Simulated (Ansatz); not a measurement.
**CH₂ClNSSi: an energy map over bond length S1–Si2 and bond length S1–H6**

Aim: map the energy of CH₂ClNSSi, SMILES S[Si]1(Cl)C=N1 over two coordinates, and find its wells, ridges and stiffness.

Computed with Ansatz 0.2.0. Level: RHF/def2-SVP.

### 1 The system as given

SMILES `S[Si]1(Cl)C=N1`, 7 atoms, charge 0, spin multiplicity 1.

Atoms are counted from 1 here; the program's logs count them from 0.

Bond lengths: S1–Si2 2.124 Å, S1–H6 1.365 Å, Si2–Cl3 2.065 Å, Si2–C4 1.783 Å, Si2–N5 1.816 Å, C4–N5 1.301 Å, C4–H7 1.112 Å. Angles: Si2–S1–H6 93.9°, S1–Si2–Cl3 112.9°, S1–Si2–C4 122.8°, S1–Si2–N5 121.3°, Cl3–Si2–C4 122.6°, Cl3–Si2–N5 115.8°, C4–Si2–N5 42.4°, Si2–C4–N5 70.1°, Si2–C4–H7 160.6°, N5–C4–H7 129.2°, Si2–N5–C4 67.5°.

Coordinates:

```xyz
7
charge 0, multiplicity 1
S    -1.7973    0.1483    1.1004
Si    0.0979   -0.2057    0.2092
Cl    1.0608   -1.8537    0.9964
C     0.9344    1.0078   -0.7950
N     0.3844    0.1076   -1.5560
H    -2.1581   -1.1683    1.0800
H     1.5392    1.8960   -1.0809
```

This geometry comes from a loose relaxation at PBE in a small basis, which is not shown.

### 3 Plan of the scan

- bond length S1–Si2: 15 values from 1.735 to 3.174 Å
- bond length S1–H6: 15 values from 1.148 to 1.869 Å

Nothing else is relaxed (all other coordinates rigid). Energies count from the relaxed molecule at the same level. Points are written as (first, second).

(The set-up runs are not shown.)

### 4 Grid point (2.455 Å, 1.509 Å)

Input file input.yaml:

```yaml
crystal:
  periodic: [false, false, false]
  atoms:
    - { symbol: S, position_ang: [-1.88555, 0.071339, 0.87104] }
    - { symbol: Si, position_ang: [0.369296, -0.260575, -0.041391] }
    - { symbol: Cl, position_ang: [1.244088, -1.900708, 0.824792] }
    - { symbol: C, position_ang: [1.268024, 0.976152, -0.893501] }
    - { symbol: "N", position_ang: [0.761444, 0.117681, -1.692925] }
    - { symbol: H, position_ang: [-2.028009, -1.307656, 1.466992] }
    - { symbol: H, position_ang: [1.870844, 1.847776, -1.141544] }
basis:
  gaussian: { orbitals: def2-SVP }
hamiltonian:
  xc: hf
output:
  forces: true
```

On the command line:

```console
> ansatz run input.yaml --threads 1 --pin off --max-ram 2560MiB --backend cpu --events-out ev --progress --plain --runs-dir out
```

Further runs follow: the other points that were computed.

Q: Predict the outcome of this session. Wanted: lowest point; highest computed point; dipole moment.

The runs gave:

```
               quantity                                                                               value
           lowest point                                                      (2.147 Å, 1.354 Å), 1.3 kJ/mol
 highest computed point                                     (3.174 Å, 1.869 Å), 485 kJ/mol above the lowest
      dipole moment (D)  1.63 at (2.352 Å, 1.869 Å) to 2.76 at (1.735 Å, 1.457 Å); 1.80 at the lowest point
time for the whole task                                                    6.6 min on 1 thread, shared host
```

What this shows: The lowest computed point is at (2.147 Å, 1.354 Å), 1.3 kJ/mol from the relaxed molecule at the same level. No other kind of well shows on this grid. The highest computed point, (3.174 Å, 1.869 Å), lies 485 kJ/mol above the lowest. Round the minimum the two coordinates are nearly uncoupled.
